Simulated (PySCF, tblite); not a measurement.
**C₅H₃ClOS: geometry, infrared bands and NMR shifts**

Aim: predict the infrared bands and NMR shifts of C₅H₃ClOS (`O=C(Cl)c1ccsc1`).

Computed with tblite 0.8.0 and PySCF 2.14.0, with density-fitted response routines of our own, on a single molecule in the gas phase. Atoms are numbered from 0 throughout.

### 1 The molecule as given

11 atoms, charge 0, multiplicity 1; geometry from: force field or distance geometry start.

Bonds of the start (Å): O0–C1 1.26, C1–Cl2 1.71, C1–C3 1.49, C3–C4 1.38, C4–C5 1.36, C5–S6 1.78, S6–C7 1.74, C7–C3 1.37, C4–H8 1.10, C5–H9 1.08, C7–H10 1.08.

### 2 Geometry optimisation with GFN2-xTB

Job settings and geometry (Å):

```
{"job": {"kind": "relax", "xc": "GFN2-xTB", "basis": "xTB"}, "charge": 0, "multiplicity": 1}
O     -2.038600    -1.632000     0.158600
C     -1.798500    -0.429400    -0.144900
Cl    -2.986700     0.710900    -0.619300
C     -0.370100    -0.024500    -0.053700
C      0.678500    -0.832600     0.331400
C      1.877300    -0.200700     0.316900
S      1.735900     1.507500    -0.176200
C      0.023300     1.258800    -0.341800
H      0.583500    -1.897300     0.604700
H      2.863900    -0.559400     0.562200
H     -0.563100     2.101500    -0.664000
```

Run with:

```
OMP_NUM_THREADS=1 python probes_run.py task.json out
```

One launch serves the whole session: the jobs run in the order shown.

**Question.** This job is followed by: GFN2-xTB harmonic vibrations, gas phase; GIAO PBE0/pcSseg-1 NMR shielding, non-relativistic, gas phase. Predict these results of the whole session: strongest single infrared mode (GFN2-xTB); zero-point energy (GFN2-xTB); 13C shifts against TMS (PBE0/pcSseg-1); 1H shifts against TMS (PBE0/pcSseg-1); 17O shifts against H2O (PBE0/pcSseg-1); 35Cl shifts against HCl (PBE0/pcSseg-1); 33S shifts against CS2 (PBE0/pcSseg-1).

**Answer**, as computed:

| quantity | value |
| --- | --- |
| strongest single infrared mode (GFN2-xTB) | 1796 cm⁻¹, 492 km/mol |
| zero-point energy (GFN2-xTB) | 40.8 kcal/mol |
| 13C shifts against TMS (PBE0/pcSseg-1) | 168.3, 151.0, 141.4, 135.0, 134.0 ppm |
| 1H shifts against TMS (PBE0/pcSseg-1) | 8.38, 7.81, 7.23 ppm |
| 17O shifts against H2O (PBE0/pcSseg-1) | 555.1 ppm |
| 35Cl shifts against HCl (PBE0/pcSseg-1) | 424 ppm |
| 33S shifts against CS2 (PBE0/pcSseg-1) | 249 ppm |

**Reading.** Over 22 steps the energy fell by 0.459 eV; of the close pairs, O0–C1 changed most, 1.263 to 1.189 Å. No mode is imaginary among the 27: a minimum at this level. The strongest single mode, at 1796 cm⁻¹, moves mainly C1 and O0. Unscaled tight-binding wavenumbers are off by several per cent, some by more. Its intensities can rank the bands wrongly. NICS(1)zz of -25 ppm above the planar ring from C3 marks a diatropic (aromatic) ring current.
